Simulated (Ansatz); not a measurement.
# CH5AlSi2: the cost of one run

All numbers below are computed with Ansatz 0.2.0 (RHF/def2-SVP).

## 1. The starting structure

Bond lengths: Al1–Si2 2.414 Å, Si2–C3 1.903 Å, C3–Si4 1.709 Å, Al1–H5 1.583 Å, Al1–H6 1.590 Å, Si2–H7 1.493 Å, Si2–H8 1.492 Å, Si4–H9 1.462 Å. Angles: Al1–Si2–C3 99.2°, Al1–Si2–H7 118.9°, Al1–Si2–H8 118.9°, C3–Si2–H7 109.0°, C3–Si2–H8 108.8°, H7–Si2–H8 101.7°, Si2–Al1–H5 133.4°, Si2–Al1–H6 119.4°, H5–Al1–H6 107.2°, Si2–C3–Si4 125.9°, C3–Si4–H9 168.0°.

As a file:

```xyz
9

Al    0.0534    0.6987   -1.4386
Si   -1.3718    0.1277    0.4246
C    -0.0920   -0.7467    1.5288
Si    1.5638   -0.9654    1.1650
H    -0.1999    1.4356   -2.8161
H     1.5943    0.3079   -1.3903
H    -2.0151    1.2267    1.2037
H    -2.5214   -0.7956    0.1958
H     2.9888   -1.2889    1.1270
```

## 2. End point A

File input.yaml:

```yaml
crystal:
  periodic: [false, false, false]
  atoms:
    - { symbol: Al, position_ang: [0.05342, 0.69868, -1.43857] }
    - { symbol: Si, position_ang: [-1.37178, 0.12773, 0.42461] }
    - { symbol: C, position_ang: [-0.09203, -0.74666, 1.52881] }
    - { symbol: Si, position_ang: [1.56377, -0.96537, 1.16503] }
    - { symbol: H, position_ang: [-0.19994, 1.43559, -2.81609] }
    - { symbol: H, position_ang: [1.59426, 0.30791, -1.39031] }
    - { symbol: H, position_ang: [-2.0151, 1.22666, 1.20371] }
    - { symbol: H, position_ang: [-2.5214, -0.79561, 0.19581] }
    - { symbol: H, position_ang: [2.98879, -1.28893, 1.12699] }
basis:
  gaussian: { orbitals: def2-SVP }
hamiltonian:
  xc: hf
relax:
  f_tol: 0.02
  max_steps: 50
```

On the command line:

```console
$ ansatz run input.yaml --threads 1 --pin off --max-ram 2048MiB --backend cpu --events-out ev --progress --plain --runs-dir out
```

Q: Estimate wall time and peak memory on 1 thread of AMD EPYC 7R43 (Zen 3), shared host.

About 2.2 min, with a peak of 0.19 GiB.
